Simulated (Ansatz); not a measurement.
# C5H15Al: the cost of one run

Method: RKS PBE/6-31G*, in Ansatz 0.2.0.

### Step 1. The starting structure

Bond lengths (14 of 18 bonds, heavy atoms first): Al1–C2 2.320 Å, Al1–C6 1.970 Å, C6–C9 1.520 Å, Al1–C13 1.970 Å, C13–C16 1.520 Å, C2–H3 1.110 Å, C2–H4 1.110 Å, C2–H5 1.110 Å, C6–H7 1.110 Å, C6–H8 1.110 Å, C9–H10 1.110 Å, C9–H11 1.110 Å, C9–H12 1.110 Å, C13–H14 1.110 Å. Angles (14 of 33 angles, heavy atoms first): C2–Al1–C6 120.0°, C2–Al1–C13 120.0°, C6–Al1–C13 120.0°, Al1–C6–C9 109.5°, Al1–C13–C16 109.5°, Al1–C2–H3 109.5°, Al1–C2–H4 109.5°, Al1–C2–H5 109.5°, Al1–C6–H7 109.5°, Al1–C6–H8 109.5°, H7–C6–C9 109.4°, H8–C6–C9 109.4°, C6–C9–H10 109.5°, C6–C9–H11 109.5°.

Its coordinates follow in the input file.

### Step 2. Pulling towards end A

Springs on the bonds that form and break draw the guess towards this end; the thresholds are loose.

Input file input.yaml:

```yaml
crystal:
  periodic: [false, false, false]
  atoms:
    - { symbol: Al, position_ang: [0.0, 0.0, 0.0] }
    - { symbol: C, position_ang: [0.0, 0.0, 2.32] }
    - { symbol: H, position_ang: [-0.9996, -0.3092, 2.6905] }
    - { symbol: H, position_ang: [0.7676, -0.7111, 2.6905] }
    - { symbol: H, position_ang: [0.232, 1.0203, 2.6905] }
    - { symbol: C, position_ang: [1.706, 0.0, -0.985] }
    - { symbol: H, position_ang: [2.0356, -1.0462, -1.1552] }
    - { symbol: H, position_ang: [1.5695, 0.508, -1.9624] }
    - { symbol: C, position_ang: [2.7598, 0.7369, -0.1745] }
    - { symbol: H, position_ang: [3.6837, 0.1238, -0.1234] }
    - { symbol: H, position_ang: [2.9879, 1.7088, -0.6598] }
    - { symbol: H, position_ang: [2.3786, 0.9171, 0.8522] }
    - { symbol: C, position_ang: [-1.706, 0.0, -0.985] }
    - { symbol: H, position_ang: [-2.2662, -0.9305, -0.7558] }
    - { symbol: H, position_ang: [-2.3102, 0.8797, -0.6796] }
    - { symbol: C, position_ang: [-1.4298, 0.0696, -2.4781] }
    - { symbol: H, position_ang: [-2.3466, -0.2101, -3.0379] }
    - { symbol: H, position_ang: [-1.1306, 1.1028, -2.7518] }
    - { symbol: H, position_ang: [-0.6104, -0.6331, -2.7365] }
    - { symbol: H, position_ang: [-0.2382, -1.749, 0.5865] }
    - { symbol: H, position_ang: [-0.19, -1.3947, 1.5677] }
basis:
  gaussian: { orbitals: "6-31G*" }
hamiltonian:
  xc: pbe
relax:
  f_tol: 0.15
  max_steps: 25
  restrain:
    - { distance: [0, 19], at: 2.76, k: 30.0 }
    - { distance: [20, 1], at: 2.31, k: 30.0 }
    - { distance: [0, 1], at: 1.97, k: 30.0 }
    - { distance: [20, 19], at: 0.66, k: 30.0 }
output:
  orbitals: {}
```

The run is started by

```bash
> ansatz run input.yaml --threads 4 --pin off --max-ram 5120MiB --backend cpu --events-out ev --progress --plain --runs-dir out
```

**Question.** How long does this run take on 4 threads of Arm Neoverse V2, shared host, and how much memory does it need?

About 27 s, with a peak of 0.2 GiB.
